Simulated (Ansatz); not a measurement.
# Ti: the cost of one run

Method: DFT LDA, scalar-relativistic, plane waves, PAW, in Ansatz 0.2.0.

3 further runs of the same task are left out: 1 that didn't finish, 2 set aside as unsound or not needed. Runs told in other sessions of the task aren't counted.

### Step 1. Starting point

The structure is cubic, space group Fm-3m (No. 225). Conventional cell: a = 4.001 Å, b = 4.001 Å, c = 4.001 Å, α = 90.00°, β = 90.00°, γ = 90.00°. Ti (site symmetry m-3m) is surrounded by 12 Ti at 2.83 Å.

Coordinates:

```
Ti
1.0
     0.00000    2.00053    2.00053
     2.00053    0.00000    2.00053
     2.00053    2.00053    0.00000
Ti
1
Direct
  0.00000 0.00000 0.00000
```

It is the result of an earlier relaxation at this level (volume 16.01 Å³/atom; gap on the mesh: none (metal)).

### Step 2. Plan of the line

Rigid slide and opening across a plane, one cut a cell; the plane is (0 0 1) of the conventional cell.

- slide along a1 + 0 a2 (2.829 Å): 6 values from 0.000 to 0.833, periodic
- opening across the cut: 5 values from −0.25 to 2.20 Å

Nothing else is relaxed (rigid halves). Energies count from the perfect crystal. Points are written as (first, second).

### Step 3. Grid point (0.167, −0.25 Å)

Contents of input.yaml:

```yaml
crystal:
  lattice:
    - [-2.0005340469, -2.0005340469, 0.0]
    - [2.0005340469, -2.0005340469, 0.0]
    - [-0.3334223411, -0.3334223411, 11.7532042811]
  atoms:
    - { symbol: Ti, position: [-0.1560246457, 0.0, 0.9361478743] }
    - { symbol: Ti, position: [0.4858185203, 0.5, 0.0850888784] }
    - { symbol: Ti, position: [-0.0425501129, 0.0, 0.2553006776] }
    - { symbol: Ti, position: [0.4290812539, 0.5, 0.4255124768] }
    - { symbol: Ti, position: [-0.0992873793, 0.0, 0.595724276] }
    - { symbol: Ti, position: [0.3723439875, 0.5, 0.7659360751] }
basis:
  ecutwfc: 520.0
kpoints:
  mp_grid: { grid: [15, 15, 4] }
hamiltonian:
  xc: lda
  pseudopotentials: { kind: paw, azcp: { folder: soft_1 } }
scf:
  occupations: { method: gaussian, width: 0.15 }
output:
  forces: true
  stress: true
  eigenvalues: true
  write_density: true
  write_potential: true
  elf: true
  volumetric_format: npy
```

Command:

```sh
ansatz run input.yaml --threads 2 --pin off --max-ram 4096MiB --backend cpu --events-out ev --progress --plain --runs-dir out
```

Q: Estimate wall time and peak memory on 2 threads of Arm Neoverse V1, shared host.

About 67 s, with a peak of 1 GiB.
